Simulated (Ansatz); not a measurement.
# C2H6FNOW: basis-set convergence

Aim: see how fast density functionals converge with the basis set for C2H6FNOW.

Program: Ansatz 0.2.0, Gaussian basis. Level of theory: one geometry, several basis sets. These are calculated values, not measurements.

The runs, in order: PBE0-D4/def2-SVP; ωB97M-V/def2-SVP; PBE0-D4/def2-QZVPP; ωB97M-V/def2-QZVPP; the functionals' def2-TZVPP values are taken from earlier runs.

### 1 The relaxed structure

The geometry comes from an earlier relaxation with PBE0-D4 in a triple-zeta def2 set; it is a stationary point, not always the lowest conformer. W takes the def2 core potential; no spin-orbit term is included.

SMILES `C[N]=[W]([CH3])(=[O])[F]`, 12 atoms, charge 0, spin multiplicity 1.

Atoms are counted from 1 here; the program's logs count them from 0.

Bond lengths: C1–N2 1.419 Å, C1–H7 1.096 Å, C1–H8 1.095 Å, C1–H9 1.095 Å, N2–W3 1.741 Å, W3–C4 2.113 Å, W3–O5 1.704 Å, W3–F6 1.877 Å, C4–H10 1.094 Å, C4–H11 1.091 Å, C4–H12 1.095 Å. Angles: N2–C1–H7 111.7°, N2–C1–H8 109.7°, N2–C1–H9 110.5°, H7–C1–H8 108.3°, H7–C1–H9 108.8°, H8–C1–H9 107.6°, C1–N2–W3 155.3°, N2–W3–C4 102.8°, N2–W3–O5 109.0°, N2–W3–F6 111.9°, C4–W3–O5 105.2°, C4–W3–F6 112.0°, O5–W3–F6 115.1°, W3–C4–H10 109.5°, W3–C4–H11 111.7°, W3–C4–H12 109.4°, H10–C4–H11 108.2°, H10–C4–H12 109.5° and more.

### 2 PBE0-D4 in def2-SVP

Input file in.yaml:

```yaml
crystal:
  periodic: [false, false, false]
  atoms:
    - {symbol: C, position_ang: [-1.460126, -1.561486, 0.679100]}
    - {symbol: N, position_ang: [-0.619648, -0.419518, 0.637230]}
    - {symbol: W, position_ang: [-0.084022, 1.129625, 0.049002]}
    - {symbol: C, position_ang: [1.801015, 0.682220, -0.793700]}
    - {symbol: O, position_ang: [-1.062811, 1.590885, -1.266890]}
    - {symbol: F, position_ang: [0.043916, 2.395297, 1.428656]}
    - {symbol: H, position_ang: [-2.219876, -1.534042, -0.109873]}
    - {symbol: H, position_ang: [-0.858809, -2.467000, 0.546996]}
    - {symbol: H, position_ang: [-1.960882, -1.634455, 1.649676]}
    - {symbol: H, position_ang: [2.471984, 0.315115, -0.011358]}
    - {symbol: H, position_ang: [1.726036, -0.084336, -1.566973]}
    - {symbol: H, position_ang: [2.223214, 1.587695, -1.241856]}
basis:
  gaussian: {orbitals: def2-SVP}
hamiltonian: {xc: pbe0, dispersion: d4}
output: {orbitals: {seedname: orbitals}}
```

On the command line:

```
> ansatz run in.yaml --threads 4 --pin off --events-out ev --progress --plain --max-ram 11315MiB
```

Further steps of the session: ωB97M-V in def2-SVP; PBE0-D4 in def2-QZVPP; ωB97M-V in def2-QZVPP.

Q: Predict the results of all the runs planned. Wanted: PBE0-D4: double and triple zeta above quadruple; ωB97M-V: double and triple zeta above quadruple.

**Answer**, as computed:

| quantity | value |
| --- | --- |
| PBE0-D4: double and triple zeta above quadruple | 11.10, 0.49 eV |
| ωB97M-V: double and triple zeta above quadruple | 11.46, 0.47 eV |

What this shows: For PBE0-D4 the step from double to triple zeta gains 10.61 eV and the next only 0.49 eV. Total energies overstate the basis error of differences, where much of it tends to cancel.
